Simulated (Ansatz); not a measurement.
**BClF3HSi: harmonic frequencies at the relaxed geometry in Python**

Aim: harmonic frequencies at the relaxed geometry, for BClF3HSi, run from a script. SMILES: F[Si](F)(F)BCl.

Computed with Ansatz 0.2.0, driven from Python. Level of theory: PBE+D4/def2-SVP.

## 1. Starting point

Bond lengths: F1–Si2 1.722 Å, Si2–F3 1.712 Å, Si2–F4 1.730 Å, Si2–B5 1.939 Å, B5–Cl6 1.867 Å, B5–H7 1.181 Å. Angles: F1–Si2–F3 110.7°, F1–Si2–F4 106.2°, F1–Si2–B5 111.1°, F3–Si2–F4 111.8°, F3–Si2–B5 108.9°, F4–Si2–B5 108.1°, Si2–B5–Cl6 119.7°, Si2–B5–H7 120.7°, Cl6–B5–H7 119.6°.

No structure file is read: the coordinates are typed or built in the script.

## 2. Script

freq_bclf3hsi.py reads:

```python
"""Vibrations of BClF3HSi."""

import warnings

import ansatz as az
import numpy as np

GEOMETRY = """
F     0.71700   -1.03630    1.69560
Si    0.07270   -0.80630    0.11540
F    -1.50300   -1.46580    0.00200
F     1.17250   -1.58020   -0.97310
B     0.00030    1.07710   -0.33990
Cl   -1.04250    2.23690    0.68640
H     0.64420    1.50660   -1.23210
"""


def main() -> None:
    warnings.simplefilter("ignore", az.DeckWarning)

    molecule = az.Crystal.molecule()
    for line in GEOMETRY.strip().splitlines():
        symbol, *xyz = line.split()
        molecule = molecule.atom(symbol, [float(v) for v in xyz])

    calculation = (
        molecule.calculation()
        .basis(gaussian="def2-SVP")  # atom-centred Gaussian functions
        .functional("pbe", dispersion="d4")  # level of theory
    )
    symbols = [site.symbol for site in molecule.cartesian_sites]
    start = np.array([site.position_ang for site in molecule.cartesian_sites], dtype=float)
    rep = calculation.relax(force_tolerance=0.003).run().report
    end = np.array(rep["positions_ang"])

    print("final positions (A) and the move of each atom")
    for symbol, xyz, old in zip(symbols, end, start):
        print(f"{symbol:2s} {xyz[0]:10.5f} {xyz[1]:10.5f} {xyz[2]:10.5f}   {np.linalg.norm(xyz - old):7.4f}")

    # frequencies need a stationary point, so they are taken at the relaxed geometry
    minimum = az.Crystal.molecule()
    for symbol, xyz in zip(symbols, end):
        minimum = minimum.atom(symbol, xyz.tolist())
    vibrating = (
        minimum.calculation()
        .basis(gaussian="def2-SVP")  # atom-centred Gaussian functions
        .functional("pbe", dispersion="d4")  # exchange and correlation
        .phonons(temperatures=(100, 500, 100))
    )
    vib = vibrating.run().report["vibrations"]
    sums = vib["harmonic_sums"]
    modes = [m["omega_inv_cm"] for m in sums["modes_at_gamma"] if m["rigid_motion"] == "no"]
    for number, w in enumerate(modes, start=1):
        print(f"mode {number:2d} {w:9.1f} 1/cm {w / 8065.544 * 1000:8.2f} meV")
    print("imaginary modes:", sum(w < 0 for w in modes), " zero-point energy:", round(sums["zero_point_energy_ev"], 4), "eV")
    print("T (K)   F_vib (eV)   S_vib (meV/K)   C_vib (meV/K)")
    for row in zip(sums["temperatures_k"], sums["vibrational_free_energy_ev"], vib["entropy_ev_per_k"], vib["heat_capacity_ev_per_k"]):
        print(f"{row[0]:6.1f} {row[1]:11.4f} {1000 * row[2]:13.4f} {1000 * row[3]:15.4f}")


if __name__ == "__main__":
    main()
```

## 3. The calls as engine input

The engine receives this input (first run):

```yaml
crystal:
  periodic: [false, false, false]
  atoms:
    - { symbol: F, position_ang: [0.717, -1.0363, 1.6956] }
    - { symbol: Si, position_ang: [0.0727, -0.8063, 0.1154] }
    - { symbol: F, position_ang: [-1.503, -1.4658, 0.002] }
    - { symbol: F, position_ang: [1.1725, -1.5802, -0.9731] }
    - { symbol: B, position_ang: [0.0003, 1.0771, -0.3399] }
    - { symbol: Cl, position_ang: [-1.0425, 2.2369, 0.6864] }
    - { symbol: H, position_ang: [0.6442, 1.5066, -1.2321] }
basis:
  gaussian:
    orbitals: def2-SVP
hamiltonian:
  xc: pbe
  dispersion: d4
relax:
  f_tol: 0.003
```

## 4. Running it

Started as:

```sh
$ python freq_bclf3hsi.py
```

Without the output at hand: what should come out? Wanted: moves of the relaxation of run 1; energy gained in run 1; last largest force component of run 1; highest frequency; imaginary modes; zero-point energy.

As calculated:

| quantity | value |
| --- | --- |
| runs compared | 2 |
| moves of the relaxation of run 1 | 31 |
| energy gained in run 1 | 0.701 eV |
| last largest force component of run 1 | 0.0016 eV/Å |
| highest frequency | 2593 cm⁻¹ |
| imaginary modes | 0 |
| zero-point energy | 0.619 eV |

What this shows: Run 1: The relaxation took 31 moves; the largest shift is 0.934 Å, of atom 6 (Cl). So large a move can change the bonding: the results belong to the relaxed structure. All frequencies are real, so the geometry is a minimum. The values are harmonic; measured fundamentals also hold anharmonic shifts, mostly downward for stretches. The frequencies are harmonic and unscaled, in a modest basis. The result belongs to the one conformer reached from this start, and soft torsions count as harmonic oscillators.
